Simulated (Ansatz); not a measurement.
Task: a comparison of dispersion corrections of C₂H₄AlF₃, SMILES C[C](F)(F)[AlH][F], with Ansatz 0.2.0, Python API. Give the script and its output. Level of theory (for the species named): PBE, def2-SVP basis, multiplicity 1, D3BJ dispersion.

```csv
atom,x (Å),y (Å),z (Å)
C,-0.2586,-0.9128,0.9364
C,-0.1427,-0.4418,-0.5285
F,-1.3889,-0.5207,-1.1923
F,0.8420,-1.2627,-1.1582
Al,0.5300,1.4368,-0.6687
F,-0.4346,2.8026,0.0639
H,0.6928,-0.8142,1.4622
H,-0.6390,-1.8968,0.9582
H,-1.0379,-0.1952,1.4812
H,1.9197,1.7536,-1.3513
```

Script `c2h4alf3_disp.py`:
```python
"""Size of D3 and D4 in C2H4AlF3."""

import warnings

import ansatz
from ase import Atoms

warnings.simplefilter("ignore", ansatz.DeckWarning)

atoms = Atoms(["C", "C", "F", "F", "Al", "F", "H", "H", "H", "H"], positions=[
    [-0.2586, -0.9128, 0.9364],
    [-0.1427, -0.4418, -0.5285],
    [-1.3889, -0.5207, -1.1923],
    [0.842, -1.2627, -1.1582],
    [0.53, 1.4368, -0.6687],
    [-0.4346, 2.8026, 0.0639],
    [0.6928, -0.8142, 1.4622],
    [-0.639, -1.8968, 0.9582],
    [-1.0379, -0.1952, 1.4812],
    [1.9197, 1.7536, -1.3513],
])
system = ansatz.Crystal.molecule_from_ase(atoms)

calc = system.calculation().basis(gaussian="def2-SVP")
for name in ["pbe", "blyp"]:
    for correction in ("d3bj", "d4"):
        r = calc.functional(name, dispersion=correction).run(threads=1).report
        print(f"{name:8s} {correction:5s} total {r['free_energy_ev']:.5f} eV, of which dispersion {1000 * r['dispersion']['energy']['ev']:.2f} meV")
```

Output of `python c2h4alf3_disp.py`:
```text
pbe      d3bj  total -16863.68545 eV, of which dispersion -168.95 meV
pbe      d4    total -16863.69472 eV, of which dispersion -178.21 meV
blyp     d3bj  total -16876.43676 eV, of which dispersion -365.48 meV
blyp     d4    total -16876.46456 eV, of which dispersion -393.28 meV
```

Total energies depend on the basis set; only differences at equal settings carry meaning. The geometry is a force-field or estimated start, not a minimum of this method, and the basis set is short of its limit. D4 holds the three-body term, and d3bj doesn't. Hardware and time: 10 s on 1 thread of Arm Neoverse V2, with other jobs on the host, peak memory 0.21 GiB.
